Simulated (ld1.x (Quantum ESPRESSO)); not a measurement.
# In: an RRKJ potential and its near relatives

One potential is built and tested. Then a few of its settings are changed, to learn what that costs or gains.

Method: ld1.x (Quantum ESPRESSO) 7.5, PW91, scalar-relativistic.

2 further runs of the same task are left out: 2 that didn't finish.

## Step 1: The design

The settings as typed:

```
element                 : indium (In, Z = 49)
type                    : norm-conserving RRKJ (Kleinman–Bylander form)
frozen core             : [Kr]
valence charge          : 13
reference configuration : 4d10 5s2 5p1
partial waves           : 5p (bound): rc 3.08 bohr; 4d (bound): rc 1.54 bohr; 4f channel at -0.15 Ry: rc 3.22 bohr; 5s (bound): rc 3.02 bohr
local potential         : the s channel
core correction         : a·sin(br)/r model core, default radius (core density twice the valence density)
```

The outer shells as boxes (Hund's rule for the drawing; the calculation is spin-unpolarised):

```
[Kr] core
4d [↑↓][↑↓][↑↓][↑↓][↑↓]
5s [↑↓]
5p [↑ ][  ][  ]
```

The nodes and maxima of the atom's own shells, from an earlier all-electron run, set the scale for the radii.

All-electron outer shells of the reference configuration (PW91, scalar-relativistic, ld1.x):

```tsv
shell	level (eV)	outermost node (bohr)	outermost maximum (bohr)
4s	-119.70	0.41	0.77
4p	-78.17	0.42	0.82
4d	-18.67	0.40	0.94
5s	-8.29	1.02	2.16
5p	-2.56	1.14	2.85
```

## Step 2: Generation of the first potential

Input file In.in:

```
 &input
   title='In', zed=49., rel=1, dft='PW91', iswitch=3,
   config='[Kr] 4d10 4f-2 5s2 5p1',
   nld=4, rlderiv=3.50, eminld=-3.0, emaxld=5.0, deld=0.02
 /
 &inputp
   pseudotype=2, tm=.false., rho0=0.02, lloc=0,
   nlcc=.true.,
   file_pseudopw='In.UPF', file_wfcaegen='ae.wfc', file_wfcncgen='nc.wfc', file_beta='beta', file_chi='chi'
 /
4
5P  2  1   1.00   0.00  3.08  3.08  0.0
4D  3  2  10.00   0.00  1.54  1.54  0.0
4F  4  3  -2.00  -0.15  3.22  3.22  0.0
5S  1  0   2.00   0.00  3.02  3.02  0.0
 &test
   configts(1)='4d10 5s2 5p1'
 /
```

Run with:

```console
$ ld1.x < In.in > In.out
```

What the program wrote to In.out (without the banner and most projector matrices):

```text
     Program LD1 v.7.5
     --------------------------- All-electron run ----------------------------

     In
     scalar relativistic calculation

     atomic number is 49.00
     dft =PW91   lsd =0 sic =0 latt =0  beta=0.20 tr2=1.0E-14
     Exchange-correlation= PW91
                           (   1   4   2   2   0   0   0)
     mesh =1241 r(mesh) = 100.30140 a.u. xmin = -7.00 dx = 0.01250
     1 Ry =  13.60569312 eV, c = 137.03599908

     n l     nl                  e(Ry)          e(Ha)          e(eV)
     1 0     1S 1( 2.00)     -2040.1649     -1020.0824    -27757.8574
     2 0     2S 1( 2.00)      -305.4794      -152.7397     -4156.2592
     2 1     2P 1( 6.00)      -274.2053      -137.1026     -3730.7531
     3 0     3S 1( 2.00)       -57.9643       -28.9822      -788.6448
     3 1     3P 1( 6.00)       -47.7230       -23.8615      -649.3046
     4 0     4S 1( 2.00)        -8.7977        -4.3989      -119.6991
     4 1     4P 1( 6.00)        -5.7454        -2.8727       -78.1705
     3 2     3D 1(10.00)       -31.8172       -15.9086      -432.8953
     4 2     4D 1(10.00)        -1.3719        -0.6860       -18.6662
     5 0     5S 1( 2.00)        -0.6090        -0.3045        -8.2857
     5 1     5P 1( 1.00)        -0.1880        -0.0940        -2.5583

     final scf error:  8.0E-15 reached in  34 iterations

     Etot =  -11765.041661 Ry,   -5882.520831 Ha, -160071.546420 eV

     Ekin =   12262.808525 Ry,    6131.404263 Ha,  166844.009621 eV
     Encl =  -28445.380402 Ry,  -14222.690201 Ha, -387019.116523 eV
     Eh   =    4738.312086 Ry,    2369.156043 Ha,   64468.020159 eV
     Exc  =    -320.781870 Ry,    -160.390935 Ha,   -4364.459677 eV

     normalization and overlap integrals

     s(1S/1S) =  1.000000  <r> =   0.0297  <r2> =    0.0012  r(max) =   0.0192
     s(2S/2S) =  1.000000  <r> =   0.1285  <r2> =    0.0195  r(max) =   0.1090
     s(2P/2P) =  1.000000  <r> =   0.1122  <r2> =    0.0154  r(max) =   0.0870
     s(3S/3S) =  1.000000  <r> =   0.3486  <r2> =    0.1390  r(max) =   0.3153
     s(3P/3P) =  1.000000  <r> =   0.3472  <r2> =    0.1399  r(max) =   0.3075
     s(4S/4S) =  1.000000  <r> =   0.8478  <r2> =    0.8139  r(max) =   0.7658
     s(4P/4P) =  1.000000  <r> =   0.9216  <r2> =    0.9722  r(max) =   0.8152
     s(3D/3D) =  1.000000  <r> =   0.3243  <r2> =    0.1250  r(max) =   0.2581
     s(4D/4D) =  1.000000  <r> =   1.1831  <r2> =    1.6840  r(max) =   0.9354
     s(5S/5S) =  1.000000  <r> =   2.6028  <r2> =    7.7874  r(max) =   2.1612
     s(5P/5P) =  1.000000  <r> =   3.7397  <r2> =   16.6823  r(max) =   2.8453

     ------------------------ End of All-electron run ------------------------

     --------------------- Generating NC pseudopotential ---------------------

      Generating local pot.: lloc=0, matching radius rcloc =   3.0200

      Computing core charge for nlcc:

       r > 0.68 : true rho core
       r < 0.68 : rho core = a sin(br)/r    a=  22.96  b=   3.07

      Integrated core pseudo-charge :  11.21

      Wfc   5P  rcut= 3.106  Estimated cut-off energy=       18.10 Ry
      This function has    0 nodes for 0 < r <    3.106

      Wfc   4D  rcut= 1.542  Estimated cut-off energy=       99.16 Ry
      This function has    0 nodes for 0 < r <    1.542

      Wfc   4F  rcut= 3.184  Estimated cut-off energy=       27.40 Ry
      This function has    0 nodes for 0 < r <    3.184

     ------------------- End of pseudopotential generation -------------------

     [... the all-electron block is printed once more ...]


     Computing logarithmic derivative in   3.49715

       Warning: n=3, l=2 expected 0 nodes, found 1
       Setting wfc to zero for this iteration
       (This warning will only be printed once per wavefunction)

     Computing logarithmic derivative in   3.49715
     Computing the partial wave expansion
       no projector for channel:   0
     R is outside the sphere for l=    1 j= 0.00
     R is outside the sphere for l=    2 j= 0.00
     R is outside the sphere for l=    3 j= 0.00

     ---------------------- Testing the pseudopotential ----------------------

     In
     scalar relativistic calculation

     atomic number is 49.00   valence charge is 13.00
     dft =PW91   lsd =0 sic =0 latt =0  beta=0.20 tr2=1.0E-14
     mesh =1241 r(mesh) = 100.30140 xmin = -7.00 dx = 0.01250

     n l     nl             e AE (Ry)        e PS (Ry)    De AE-PS (Ry)
     3 2     4D   1(10.00)       -1.37194       -1.37194       -0.00000
     1 0     5S   1( 2.00)       -0.60898       -0.60898        0.00000
     2 1     5P   1( 1.00)       -0.18803       -0.18803        0.00000

     eps = 7.0E-15  iter = 21

     Etot =  -11765.041661 Ry,   -5882.520831 Ha, -160071.546420 eV
     Etotps =  -136.422694 Ry,     -68.211347 Ha,   -1856.125314 eV

     Ekin =      87.009190 Ry,      43.504595 Ha,    1183.820343 eV
     Encl =    -187.753443 Ry,     -93.876721 Ha,   -2554.515722 eV
     Ehrt =     102.086235 Ry,      51.043117 Ha,    1388.953985 eV
     Ecxc =     -42.657856 Ry,     -21.328928 Ha,    -580.389692 eV
     (Ecc =     -21.692169 Ry,     -10.846085 Ha,    -295.136996 eV)
     Epseu=     -95.106822 Ry,     -47.553411 Ha,   -1293.994228 eV

     ---------------------- End of pseudopotential test ----------------------
```

Run time: 6 s. Hardware: 1 thread, shared host. (Generation and the later configuration tests together.)

Partial waves on a coarse radial grid (AE all-electron, PS pseudo):

```
r (bohr)    5p AE   5p PS    5s AE   5s PS
   0.161   0.0558  0.0020   0.0423  0.0444
   0.322   0.0999  0.0086   0.1549  0.0898
   0.483  -0.0938  0.0208  -0.1653  0.1370
   0.644  -0.2106  0.0402  -0.3229  0.1868
   0.805  -0.2045  0.0682  -0.2563  0.2402
   0.966  -0.1218  0.1055  -0.0739  0.2975
   1.127  -0.0089  0.1518   0.1331  0.3586
   1.288   0.1065  0.2057   0.3180  0.4225
   1.449   0.2114  0.2645   0.4643  0.4870
   1.610   0.3008  0.3246   0.5699  0.5485
   1.771   0.3739  0.3822   0.6393  0.6026
   1.932   0.4317  0.4340   0.6789  0.6446
   2.093   0.4759  0.4771   0.6948  0.6709
   2.254   0.5083  0.5101   0.6930  0.6798
   2.415   0.5307  0.5329   0.6779  0.6725
   2.576   0.5446  0.5465   0.6534  0.6519
   2.737   0.5515  0.5525   0.6223  0.6221
   2.898   0.5525  0.5528   0.5871  0.5871
   3.059   0.5487  0.5488   0.5496  0.5496
   3.220   0.5411  0.5411   0.5111  0.5111
   3.381   0.5303  0.5303   0.4727  0.4727
   3.542   0.5170  0.5170   0.4350  0.4350
   3.703   0.5018  0.5018   0.3987  0.3987
   3.864   0.4852  0.4852   0.3641  0.3641
   4.025   0.4677  0.4677   0.3315  0.3315
   4.186   0.4494  0.4494   0.3009  0.3009
```

## Step 3: Configuration tests

Input file In.test.in:

```
 &input
   title='In', zed=49., rel=1, dft='PW91', iswitch=2,
   config='[Kr] 4d10 4f-2 5s2 5p1'
 /
 &test
   file_pseudo='In.UPF', nconf=8,
   configts(1)='4d10 5s2 5p1',
   configts(2)='4d10 5s2 5p0',
   configts(3)='4d10 5s1 5p0',
   configts(4)='4d10 5s0 5p0',
   configts(5)='4d9 5s2 5p2',
   configts(6)='4d10 5s2 5p0.5',
   configts(7)='4d10 5s0 5p3',
   configts(8)='4d9 5s0 5p0'
 /
```

Run with:

```console
$ ld1.x < In.test.in > In.test.out
```

In.test.out, the pseudopotential blocks, each with the warnings that came before it:

```text
     Warning: n=3, l=2 expected 0 nodes, found 1
     ---------------------- Testing the pseudopotential ----------------------

     In
     scalar relativistic calculation

     atomic number is 49.00   valence charge is 13.00
     dft =PW91   lsd =0 sic =0 latt =0  beta=0.20 tr2=1.0E-14
     mesh =1241 r(mesh) = 100.30140 xmin = -7.00 dx = 0.01250

     n l     nl             e AE (Ry)        e PS (Ry)    De AE-PS (Ry)
     3 2     4D   1(10.00)       -1.37194       -1.37194        0.00000
     1 0     5S   1( 2.00)       -0.60898       -0.60899        0.00000
     2 1     5P   1( 1.00)       -0.18803       -0.18803        0.00000

     eps = 3.2E-15  iter = 25

     Etot =  -11765.041661 Ry,   -5882.520831 Ha, -160071.546420 eV
     Etotps =  -136.422696 Ry,     -68.211348 Ha,   -1856.125336 eV

     Ekin =      87.009188 Ry,      43.504594 Ha,    1183.820309 eV
     Encl =    -187.753443 Ry,     -93.876721 Ha,   -2554.515726 eV
     Ehrt =     102.086235 Ry,      51.043117 Ha,    1388.953985 eV
     Ecxc =     -42.657855 Ry,     -21.328928 Ha,    -580.389691 eV
     (Ecc =     -21.692169 Ry,     -10.846085 Ha,    -295.136996 eV)
     Epseu=     -95.106820 Ry,     -47.553410 Ha,   -1293.994214 eV

     ---------------------- End of pseudopotential test ----------------------

     ---------------------- Testing the pseudopotential ----------------------

     In
     scalar relativistic calculation

     atomic number is 49.00   valence charge is 13.00
     dft =PW91   lsd =0 sic =0 latt =0  beta=0.20 tr2=1.0E-14
     mesh =1241 r(mesh) = 100.30140 xmin = -7.00 dx = 0.01250

     n l     nl             e AE (Ry)        e PS (Ry)    De AE-PS (Ry)
     3 2     4D   1(10.00)       -1.92135       -1.91325       -0.00810  !
     1 0     5S   1( 2.00)       -1.10355       -1.10227       -0.00128
     2 1     5P   1( 0.00)       -0.62505       -0.62463       -0.00042

     eps = 9.6E-15  iter = 23

     Etot =  -11764.643350 Ry,   -5882.321675 Ha, -160066.127123 eV
     Etotps =  -136.024447 Ry,     -68.012223 Ha,   -1850.706883 eV
     dEtot_ae =       0.398311 Ry
     dEtot_ps =       0.398249 Ry,   Delta E=       0.000062 Ry

     Ekin =      86.816567 Ry,      43.408283 Ha,    1181.199567 eV
     Encl =    -180.555885 Ry,     -90.277943 Ha,   -2456.587967 eV
     Ehrt =      95.369546 Ry,      47.684773 Ha,    1297.568773 eV
     Ecxc =     -42.340185 Ry,     -21.170092 Ha,    -576.067558 eV
     (Ecc =     -21.692169 Ry,     -10.846085 Ha,    -295.136996 eV)
     Epseu=     -95.314490 Ry,     -47.657245 Ha,   -1296.819698 eV

     ---------------------- End of pseudopotential test ----------------------

     ---------------------- Testing the pseudopotential ----------------------

     In
     scalar relativistic calculation

     atomic number is 49.00   valence charge is 13.00
     dft =PW91   lsd =0 sic =0 latt =0  beta=0.20 tr2=1.0E-14
     mesh =1241 r(mesh) = 100.30140 xmin = -7.00 dx = 0.01250

     n l     nl             e AE (Ry)        e PS (Ry)    De AE-PS (Ry)
     3 2     4D   1(10.00)       -2.69080       -2.68701       -0.00379
     1 0     5S   1( 1.00)       -1.74602       -1.74908        0.00306
     2 1     5P   1( 0.00)       -1.19735       -1.19684       -0.00051

     eps = 3.5E-15  iter = 19

     Etot =  -11763.223053 Ry,   -5881.611526 Ha, -160046.802994 eV
     Etotps =  -134.603788 Ry,     -67.301894 Ha,   -1831.377835 eV
     dEtot_ae =       1.818608 Ry
     dEtot_ps =       1.818908 Ry,   Delta E=      -0.000299 Ry

     Ekin =      87.464449 Ry,      43.732224 Ha,    1190.014451 eV
     Encl =    -170.410760 Ry,     -85.205380 Ha,   -2318.556504 eV
     Ehrt =      86.496016 Ry,      43.248008 Ha,    1176.838247 eV
     Ecxc =     -41.795583 Ry,     -20.897791 Ha,    -568.657875 eV
     (Ecc =     -21.692169 Ry,     -10.846085 Ha,    -295.136996 eV)
     Epseu=     -96.357910 Ry,     -48.178955 Ha,   -1311.016155 eV

     ---------------------- End of pseudopotential test ----------------------

     ---------------------- Testing the pseudopotential ----------------------

     In
     scalar relativistic calculation

     atomic number is 49.00   valence charge is 13.00
     dft =PW91   lsd =0 sic =0 latt =0  beta=0.20 tr2=1.0E-14
     mesh =1241 r(mesh) = 100.30140 xmin = -7.00 dx = 0.01250

     n l     nl             e AE (Ry)        e PS (Ry)    De AE-PS (Ry)
     3 2     4D   1(10.00)       -3.52622       -3.54555        0.01933  !
     1 0     5S   1( 0.00)       -2.44154       -2.46372        0.02218  !
     2 1     5P   1( 0.00)       -1.82806       -1.83525        0.00719  !

     eps = 5.5E-16  iter = 12

     Etot =  -11761.134398 Ry,   -5880.567199 Ha, -160018.385399 eV
     Etotps =  -132.503803 Ry,     -66.251902 Ha,   -1802.806084 eV
     dEtot_ae =       3.907263 Ry
     dEtot_ps =       3.918893 Ry,   Delta E=      -0.011630 Ry

     Ekin =      88.285374 Ry,      44.142687 Ha,    1201.183700 eV
     Encl =    -159.303747 Ry,     -79.651873 Ha,   -2167.437889 eV
     Ehrt =      77.394114 Ry,      38.697057 Ha,    1053.000559 eV
     Ecxc =     -41.186137 Ry,     -20.593069 Ha,    -560.365947 eV
     (Ecc =     -21.692169 Ry,     -10.846085 Ha,    -295.136996 eV)
     Epseu=     -97.693406 Ry,     -48.846703 Ha,   -1329.186508 eV

     ---------------------- End of pseudopotential test ----------------------

     ---------------------- Testing the pseudopotential ----------------------

     In
     scalar relativistic calculation

     atomic number is 49.00   valence charge is 13.00
     dft =PW91   lsd =0 sic =0 latt =0  beta=0.20 tr2=1.0E-14
     mesh =1241 r(mesh) = 100.30140 xmin = -7.00 dx = 0.01250

     n l     nl             e AE (Ry)        e PS (Ry)    De AE-PS (Ry)
     3 2     4D   1( 9.00)       -1.78057       -1.80413        0.02356  !
     1 0     5S   1( 2.00)       -0.75970       -0.76758        0.00788  !
     2 1     5P   1( 2.00)       -0.27360       -0.26787       -0.00573  !

     eps = 1.5E-15  iter = 16

     Etot =  -11763.696436 Ry,   -5881.848218 Ha, -160053.243704 eV
     Etotps =  -135.062806 Ry,     -67.531403 Ha,   -1837.623093 eV
     dEtot_ae =       1.345225 Ry
     dEtot_ps =       1.359890 Ry,   Delta E=      -0.014665 Ry

     Ekin =      82.277253 Ry,      41.138627 Ha,    1119.439062 eV
     Encl =    -184.074098 Ry,     -92.037049 Ha,   -2504.455688 eV
     Ehrt =      97.445057 Ry,      48.722528 Ha,    1325.807536 eV
     Ecxc =     -41.813278 Ry,     -20.906639 Ha,    -568.898633 eV
     (Ecc =     -21.692169 Ry,     -10.846085 Ha,    -295.136996 eV)
     Epseu=     -88.897740 Ry,     -44.448870 Ha,   -1209.515369 eV

     ---------------------- End of pseudopotential test ----------------------

     ---------------------- Testing the pseudopotential ----------------------

     In
     scalar relativistic calculation

     atomic number is 49.00   valence charge is 13.00
     dft =PW91   lsd =0 sic =0 latt =0  beta=0.20 tr2=1.0E-14
     mesh =1241 r(mesh) = 100.30140 xmin = -7.00 dx = 0.01250

     n l     nl             e AE (Ry)        e PS (Ry)    De AE-PS (Ry)
     3 2     4D   1(10.00)       -1.62945       -1.62610       -0.00335
     1 0     5S   1( 2.00)       -0.84371       -0.84316       -0.00055
     2 1     5P   1( 0.50)       -0.39435       -0.39422       -0.00012

     eps = 5.2E-15  iter = 22

     Etot =  -11764.897296 Ry,   -5882.448648 Ha, -160069.582238 eV
     Etotps =  -136.278321 Ry,     -68.139160 Ha,   -1854.161010 eV
     dEtot_ae =       0.144365 Ry
     dEtot_ps =       0.144375 Ry,   Delta E=      -0.000011 Ry

     Ekin =      86.917353 Ry,      43.458676 Ha,    1182.570828 eV
     Encl =    -184.383585 Ry,     -92.191793 Ha,   -2508.666481 eV
     Ehrt =      98.872733 Ry,      49.436367 Ha,    1345.232065 eV
     Ecxc =     -42.507618 Ry,     -21.253809 Ha,    -578.345611 eV
     (Ecc =     -21.692169 Ry,     -10.846085 Ha,    -295.136996 eV)
     Epseu=     -95.177203 Ry,     -47.588601 Ha,   -1294.951811 eV

     ---------------------- End of pseudopotential test ----------------------

     ---------------------- Testing the pseudopotential ----------------------

     In
     scalar relativistic calculation

     atomic number is 49.00   valence charge is 13.00
     dft =PW91   lsd =0 sic =0 latt =0  beta=0.20 tr2=1.0E-14
     mesh =1241 r(mesh) = 100.30140 xmin = -7.00 dx = 0.01250

     n l     nl             e AE (Ry)        e PS (Ry)    De AE-PS (Ry)
     3 2     4D   1(10.00)       -1.59800       -1.62256        0.02456  !
     1 0     5S   1( 0.00)       -0.74496       -0.75120        0.00624  !
     2 1     5P   1( 3.00)       -0.28507       -0.28483       -0.00025

     eps = 8.8E-15  iter = 21

     Etot =  -11764.158970 Ry,   -5882.079485 Ha, -160059.536800 eV
     Etotps =  -135.534320 Ry,     -67.767160 Ha,   -1844.038372 eV
     dEtot_ae =       0.882691 Ry
     dEtot_ps =       0.888375 Ry,   Delta E=      -0.005685 Ry

     Ekin =      88.548322 Ry,      44.274161 Ha,    1204.761293 eV
     Encl =    -184.695530 Ry,     -92.347765 Ha,   -2512.910699 eV
     Ehrt =      99.166659 Ry,      49.583330 Ha,    1349.231136 eV
     Ecxc =     -42.358220 Ry,     -21.179110 Ha,    -576.312947 eV
     (Ecc =     -21.692169 Ry,     -10.846085 Ha,    -295.136996 eV)
     Epseu=     -96.195552 Ry,     -48.097776 Ha,   -1308.807155 eV

     ---------------------- End of pseudopotential test ----------------------

     ---------------------- Testing the pseudopotential ----------------------

     In
     scalar relativistic calculation

     atomic number is 49.00   valence charge is 13.00
     dft =PW91   lsd =0 sic =0 latt =0  beta=0.20 tr2=1.0E-14
     mesh =1241 r(mesh) = 100.30140 xmin = -7.00 dx = 0.01250

     n l     nl             e AE (Ry)        e PS (Ry)    De AE-PS (Ry)
     3 2     4D   1( 9.00)       -4.79240       -4.86410        0.07170  !
     1 0     5S   1( 0.00)       -3.34135       -3.41914        0.07779  !
     2 1     5P   1( 0.00)       -2.63540       -2.64801        0.01261  !

     eps = 4.1E-15  iter = 10

     Etot =  -11756.983282 Ry,   -5878.491641 Ha, -159961.906584 eV
     Etotps =  -128.307230 Ry,     -64.153615 Ha,   -1745.708794 eV
     dEtot_ae =       8.058379 Ry
     dEtot_ps =       8.115466 Ry,   Delta E=      -0.057087 Ry

     Ekin =      83.060908 Ry,      41.530454 Ha,    1130.101228 eV
     Encl =    -144.654052 Ry,     -72.327026 Ha,   -1968.118637 eV
     Ehrt =      64.589603 Ry,      32.294801 Ha,     878.786312 eV
     Ecxc =     -39.592515 Ry,     -19.796257 Ha,    -538.683606 eV
     (Ecc =     -21.692169 Ry,     -10.846085 Ha,    -295.136996 eV)
     Epseu=     -91.711174 Ry,     -45.855587 Ha,   -1247.794090 eV

     ---------------------- End of pseudopotential test ----------------------
```

Energies count from the reference configuration 4d10 5s2 5p1; the error is all-electron less pseudo.

```tsv
valence configuration	charge	ΔE all-electron (eV)	error AE − PS (meV)
4d10 5s2 5p0	+1	5.419	+0.8
4d10 5s1 5p0	+2	24.743	-4.1
4d10 5s0 5p0	+3	53.161	-158
4d9 5s2 5p2	0	18.303	-200
4d10 5s2 5p0.5	+0.5	1.964	-0.1
4d10 5s0 5p3	0	12.010	-77
4d9 5s0 5p0	+4	109.640	-777
```

## Step 4: Does it scatter like the atom?

Taken from the files of the generation run. The phase is arctan(r·u′/u) with u = r·R, unwrapped, with energies in Ry. A pole is an energy at which the radial function vanishes at the test radius. The pseudo phase is shifted by a multiple of π to meet the all-electron one at the reference energy. Levels narrower than the energy grid can be missing from the poles. The last column is the largest difference on the grid between −1 and +1 Ry.

| channel | radius (bohr) | reference (Ry) | poles AE | poles PS | window around the reference with phases within 0.05 rad (Ry) | largest difference near zero (rad) |
| --- | --- | --- | --- | --- | --- | --- |
| s | 3.50 | -0.61 | -0.21, 3.93 | -0.22, 2.68 | below 0.6 | 0.123 |
| p | 3.50 | -0.19 | 0.60, 4.91 | 0.59, 4.23 | below 1.7 | 0.006 |
| d | 3.50 | -1.37 | -1.36, 2.03 | -1.36, 2.31 | below 0.4 | 0.105 |
| f | 3.50 | -0.15 | 2.13, 4.66 | 1.44 | below 0.7 | 0.158 |

Phases (rad) along the scan:

```
E (Ry)    f AE    f PS    p AE    p PS
 -3.00   1.421   1.420   1.394   1.394
 -2.52   1.410   1.409   1.375   1.375
 -2.04   1.396   1.395   1.347   1.347
 -1.56   1.378   1.378   1.303   1.302
 -1.08   1.354   1.354   1.216   1.215
 -0.60   1.319   1.319   0.940   0.939
 -0.12   1.260   1.260  -0.805  -0.805
  0.36   1.140   1.136  -1.479  -1.481
  0.84   0.734   0.575  -1.637  -1.642
  1.32  -0.872  -1.422  -1.748  -1.764
  1.80  -1.435  -1.882  -1.918  -1.985
  2.28  -1.621  -2.943  -2.516  -3.121
  2.76  -1.828  -4.238  -4.084  -4.345
  3.24  -3.309  -4.497  -4.470  -4.564
  3.72  -4.487  -4.596  -4.591  -4.653
  4.20  -4.641  -4.651  -4.654  -4.709
  4.68  -4.715  -4.688  -4.696  -4.756
```

[end of part 1 of 2]
